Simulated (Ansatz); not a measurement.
Crystal: Na3Cl2.

```
Cl Na
1.0
     1.75995  -10.17026    0.00000
     1.75995   10.17026    0.00000
     0.00000    0.00000    3.52764
Cl Na
2 3
Direct
  0.08660 0.91340 0.50000
  0.91340 0.08660 0.50000
  0.66899 0.33101 0.00000
  0.33101 0.66899 0.00000
  0.50000 0.50000 0.00000
```

The cell comes from a database or a generator and needn't be the stable form of this composition.

Base run:

```yaml
Program: Ansatz 0.2.0
Functional: PBE
Potentials_or_basis: Ansatz PAW
Cutoff: "420 eV (not typed: the program's choice for these potentials)"
k_mesh: 8 × 8 × 8
Occupations: fermi-dirac, width 0.05 eV
Spin: no spin polarisation
```

Its results: band gap on the k mesh none (metal or under the smearing width); pressure 0.1 GPa; largest force 0.009 eV/Å.

**Question.** The run is repeated on the same cell with these changes: functional from PBE to r2SCAN; cutoff from 420 eV (not typed: the program's choice for these potentials) to 500 eV (not typed: the program's choice for these potentials). What comes out?

**Answer.** Band gap on the k mesh none (metal or under the smearing width); pressure -0.7 GPa; largest force 0.104 eV/Å.

Caveats: an odd number of electrons without spin polarisation forces a metal; a magnetic or distorted state may lie lower; the PAW data sets come from PBE, with cores solved anew for the run's functional, which leaves a small shift of forces and pressure (some runs).
